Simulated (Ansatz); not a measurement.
Write a Python script for Ansatz 0.2.0 through its Python package that makes an atomisation energy of CH7FSiSn, SMILES [CH3][SnH2][SiH2]F. Level of theory (for the species named): r2scan0, def2-TZVP basis, multiplicity 1.

```xyz
11

C     0.3166    1.7201   -0.6319
Sn    0.7149   -0.3301   -0.5398
Si   -0.9408   -1.4351    1.0091
F    -0.7083   -0.7262    2.5483
H     0.9846    2.2560   -1.3484
H     0.3536    2.2272    0.3669
H    -0.7392    1.9030   -1.0177
H     0.6153   -1.0187   -2.1400
H     2.3522   -0.5265    0.1048
H    -0.5985   -2.8706    1.1359
H    -2.2851   -1.2561    0.5332
```

The script, `tae_ch7fsisn.py`:
```python
"""Atomisation energy of CH7FSiSn at the given geometry."""

from collections import Counter

import ansatz


def energy_of(molecule, charge=0, unpaired=0):
    calc = (
        molecule.calculation()
        .basis(gaussian="def2-TZVP")
        .functional("R2SCAN0")
    )
    if charge:
        calc = calc.charge(charge)
    if unpaired:
        calc = calc.spin("collinear", total=unpaired)
    return calc.run(threads=1).report["free_energy_ev"]

GEOMETRY = """
C     0.31660    1.72010   -0.63190
Sn    0.71490   -0.33010   -0.53980
Si   -0.94080   -1.43510    1.00910
F    -0.70830   -0.72620    2.54830
H     0.98460    2.25600   -1.34840
H     0.35360    2.22720    0.36690
H    -0.73920    1.90300   -1.01770
H     0.61530   -1.01870   -2.14000
H     2.35220   -0.52650    0.10480
H    -0.59850   -2.87060    1.13590
H    -2.28510   -1.25610    0.53320
"""

ch7fsisn = ansatz.Crystal.molecule()
for line in GEOMETRY.strip().splitlines():
    symbol, *xyz = line.split()
    ch7fsisn = ch7fsisn.atom(symbol, [float(v) for v in xyz])

# Hund ground states
unpaired = {"C": 2, "Sn": 2, "Si": 2, "F": 1, "H": 1}
counts = Counter(site.symbol for site in ch7fsisn.cartesian_sites)
atom_energy = {s: energy_of(ansatz.Crystal.molecule().atom(s, (0, 0, 0)), 0, unpaired[s]) for s in counts}
whole = energy_of(ch7fsisn, 0, 0)
for s, e in atom_energy.items():
    print(f"{s:2s} x{counts[s]}  {e:14.5f} eV")
print(f"CH7FSiSn: {whole:.5f} eV")
split = sum(counts[s] * e for s, e in atom_energy.items()) - whole
print(f"atomisation energy (no zero-point term): {split:.3f} eV, {split / sum(counts.values()):.3f} eV an atom")
```

```console
$ python tae_ch7fsisn.py
C  x1     -1029.51733 eV
Sn x1     -5831.54503 eV
Si x1     -7873.33412 eV
F  x1     -2713.54478 eV
H  x7       -13.60215 eV
CH7FSiSn: -17578.32292 eV
atomisation energy (no zero-point term): 35.167 eV, 3.197 eV an atom
```

35.167 eV from the electronic energies, without the zero-point term.

Total energies depend on the basis set; only differences at equal settings carry meaning. The geometry is a force-field or estimated start, not a minimum of this method, and the basis set is short of its limit. All parts are taken at fixed geometry, without zero-point energy. def2 sets replace the cores of elements past krypton by effective core potentials. The spin-orbit lowering of heavy atoms is left out. Run time: 17 s on 1 thread of Arm Neoverse V1, with other jobs on the host, peak memory 0.43 GiB.
